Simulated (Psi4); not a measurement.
# SiCl3F (trichlorofluorosilane) at B3LYP/6-31G(d) (spherical functions)

What is the energy change on altering one bond length of SiCl3F (trichlorofluorosilane) at B3LYP/6-31G* (spherical functions)? 

The calculation is run with Psi4 1.11.

### 1 The system as given

The species is SiCl3F (5 atoms), meant as a singlet with charge 0. SMILES: `F[Si](Cl)(Cl)Cl`. The coordinates come from a PBE0-D4/def2-TZVP relaxation.

Bond lengths: F1–Si2 1.575 Å, Si2–Cl3 2.014 Å, Si2–Cl4 2.014 Å, Si2–Cl5 2.014 Å. Angles: F1–Si2–Cl3 108.4°, F1–Si2–Cl4 108.4°, F1–Si2–Cl5 108.4°, Cl3–Si2–Cl4 110.6°, Cl3–Si2–Cl5 110.6°, Cl4–Si2–Cl5 110.6°.

### 2 The energy at B3LYP/6-31G(d) (spherical functions)

The input, input.json:

```json
{
 "schema_name": "qcschema_input",
 "schema_version": 1,
 "molecule": {
  "schema_name": "qcschema_molecule",
  "schema_version": 2,
  "symbols": ["F", "Si", "Cl", "Cl", "Cl"],
  "geometry": [1.63468869, -1.73244422, 1.98453368, 0.06544122, -0.06933405, 0.07944409, -3.03580722, 1.21031289, 1.87806651, -0.91203852, -2.24471118, -2.88744483, 2.24769694, 2.83617656, -1.05458056],
  "molecular_charge": 0,
  "molecular_multiplicity": 1,
  "fix_symmetry": "c1",
  "fix_com": true,
  "fix_orientation": true
 },
 "driver": "energy",
 "model": {
  "method": "b3lyp",
  "basis": "6-31G*"
 },
 "keywords": {
  "puream": true,
  "e_convergence": 1e-09,
  "d_convergence": 1e-08,
  "scf_type": "pk",
  "dft_radial_points": 99,
  "dft_spherical_points": 590
 }
}
```

On the command line:

```console
$ psi4 --qcschema input.json -n 1 --memory 1600MB
```

stdout, cut to the lines that bear on the results:

```text
[...]
  Running in c1 symmetry.
[...]
  Nuclear repulsion =  451.587219256816525
[...]
  Multiplicity = 1
[...]
  Nalpha       = 37
  Nbeta        = 37
[...]
    Number of basis functions: 86
[...]
   @RKS iter   1: -1770.04604219059797    1.14473e-01   4.90959e-03 ADIIS/DIIS
[...]
   @RKS iter  10: -1770.11956400267059    0.00000e+00   2.59330e-09 DIIS
[...]
    Orbital Energies [Eh]
    ---------------------
    Doubly Occupied:
       1A   -101.554920     2A   -101.554906     3A   -101.554905
       4A    -66.280252     5A    -24.732541     6A     -9.490394
       7A     -9.490361     8A     -9.490360     9A     -7.251129
      10A     -7.251128    11A     -7.251106    12A     -7.244433
      13A     -7.244426    14A     -7.244424    15A     -7.244367
      16A     -7.244359    17A     -7.244357    18A     -5.426877
      19A     -3.785967    20A     -3.785724    21A     -3.785724
      22A     -1.234239    23A     -0.895709    24A     -0.859100
      25A     -0.859099    26A     -0.585386    27A     -0.503533
      28A     -0.495573    29A     -0.495572    30A     -0.433433
      31A     -0.433432    32A     -0.387129    33A     -0.378936
      34A     -0.378935    35A     -0.354540    36A     -0.354538
[...]
  @RKS Final Energy: -1770.11956400267059
   => Energetics <=
    Nuclear Repulsion Energy =            451.5872192568165246
    One-Electron Energy =               -3346.4288138437264024
    Two-Electron Energy =                1218.4787424761211696
    DFT Exchange-Correlation Energy =     -93.7567118918816931
    Empirical Dispersion Energy =           0.0000000000000000
    VV10 Nonlocal Energy =                  0.0000000000000000
    Total Energy =                      -1770.1195640026705860
[...]
 Multipole Moments:
 ------------------------------------------------------------------------------------
     Multipole            Electronic (a.u.)      Nuclear  (a.u.)        Total (a.u.)
 ------------------------------------------------------------------------------------
 L = 1.  Multiply by 2.5417464519 to convert [e a0] to [Debye]
 Dipole X            :         13.2164575          -13.2741543           -0.0576968
 Dipole Y            :        -14.0063736           14.0675559            0.0611823
 Dipole Z            :         16.0442135          -16.1142806           -0.0700671
 Magnitude           :                                                    0.1094604
[...]
```

The result, in JSON:

```text
{
 "driver": "energy",
 "model": {
  "method": "b3lyp",
  "basis": "6-31G*"
 },
 "success": true,
 "return_result": -1770.1195640026706,
 "properties": {
  "calcinfo_nbasis": 86,
  "calcinfo_nmo": 86,
  "calcinfo_nalpha": 37,
  "calcinfo_nbeta": 37,
  "calcinfo_natom": 5,
  "nuclear_repulsion_energy": 451.5872192568165,
  "return_energy": -1770.1195640026706,
  "scf_one_electron_energy": -3346.4288138437264,
  "scf_two_electron_energy": 1218.4787424761212,
  "scf_xc_energy": -93.7567118918817,
  "scf_dipole_moment": [-0.0576967884246713, 0.061182300714730076, -0.07006706239076976],
  "scf_total_energy": -1770.1195640026706,
  "scf_iterations": 10
 }
}
```

Run time: 9.3 s. Hardware: 1 thread of Intel Xeon 6975P-C (Granite Rapids), shared host; peak memory 0.83 GiB.

### 3 The distorted shape: energy and forces at B3LYP/6-31G(d) (spherical functions)

The input, job.inp:

```
memory 1.6 GB

molecule geom {
  F
  Si 1 R2
  Cl 2 R3 1 A3
  Cl 2 R4 1 A4 3 D4
  Cl 2 R5 1 A5 3 D5

  R2 = 1.574944
  R3 = 2.014371
  A3 = 108.35847
  R4 = 4.4316
  A4 = 108.35813
  D4 = -119.99812
  R5 = 2.014369
  A5 = 108.35754
  D5 = 120.00151
  symmetry c1
}

set globals {
  basis 6-31G*
  reference rks
  puream true
  e_convergence 1e-09
  d_convergence 1e-08
  scf_type pk
  dft_radial_points 99
  dft_spherical_points 590
}

e_tot, wfn = gradient('b3lyp', return_wfn=True)
print_variables()
```

On the command line:

```console
$ psi4 job.inp job.out -n 1
```

job.out, cut to the lines that bear on the results:

```text
[...]
  Running in c1 symmetry.
[...]
  Nuclear repulsion =  369.002650802619144
[...]
  Multiplicity = 1
[...]
  Nalpha       = 37
  Nbeta        = 37
[...]
    Number of basis functions: 86
[...]
   @RKS iter   1: -1769.70120268081246   -1.10621e-02   6.10070e-03 DIIS/ADIIS
[...]
   @RKS iter  17: -1769.93725588890038   -1.20508e-11   4.14124e-09 DIIS
[...]
  @RKS Final Energy: -1769.93725588890038
   => Energetics <=
    Nuclear Repulsion Energy =            369.0026508026191436
    One-Electron Energy =               -3180.4295868482831793
    Two-Electron Energy =                1135.1041238536581659
    DFT Exchange-Correlation Energy =     -93.6144436968942983
    Empirical Dispersion Energy =           0.0000000000000000
    VV10 Nonlocal Energy =                  0.0000000000000000
    Total Energy =                      -1769.9372558889003813
[...]
 Multipole Moments:
 ------------------------------------------------------------------------------------
     Multipole            Electronic (a.u.)      Nuclear  (a.u.)        Total (a.u.)
 ------------------------------------------------------------------------------------
 L = 1.  Multiply by 2.5417464519 to convert [e a0] to [Debye]
 Dipole X            :          2.0458763            0.1409872            2.1868636
 Dipole Y            :         -1.1811016           -0.0813904           -1.2624919
 Dipole Z            :         -1.1692107            0.5740723           -0.5951384
 Magnitude           :                                                    2.5943107
[...]
  -Total Gradient:
     Atom            X                  Y                   Z
    ------   -----------------  -----------------  -----------------
       1        0.007297792299    -0.004212405610     0.013805892597
       2        0.000868667010    -0.000500975809    -0.007371471580
       3        0.006486786449     0.006789107864    -0.005502432411
       4       -0.011999848645     0.006927529451     0.004577272607
       5       -0.002636703083    -0.009012902334    -0.005503316621
[...]
```

Run time: 14 s. Hardware: 1 thread of Intel Xeon 6975P-C (Granite Rapids), shared host; peak memory 0.76 GiB.

### 4 Outcome

At B3LYP/6-31G* (spherical functions):

| quantity | value |
| --- | --- |
| first shape: total energy | -1770.11956 Eh |
| first shape: dipole moment | 0.28 D |
| first shape: HOMO energy | -9.35 eV |
| first shape: LUMO energy | -0.61 eV |
| first shape: HOMO–LUMO gap | 8.74 eV |
| distorted shape: total energy | -1769.93726 Eh |
| distorted shape: dipole moment | 6.59 D |
| distorted shape: HOMO energy | -7.25 eV |
| distorted shape: LUMO energy | -6.24 eV |
| distorted shape: HOMO–LUMO gap | 1.00 eV |
| distorted shape: largest force on an atom | 0.832 eV/Å |
| energy change with the Si2–Cl4 bond stretched from 2.014 to 4.432 Å | 4.961 eV |

One bond (distorted shape) is far stretched, which a spin-restricted single reference describes badly; a broken-symmetry solution may lie lower. With the Si2–Cl4 bond stretched from 2.014 to 4.432 Å the energy rises by 4.96 eV (114 kcal/mol). The first shape isn't relaxed at this level, so the change isn't measured from a minimum. A restricted reference can't describe the breaking bond well at this length.
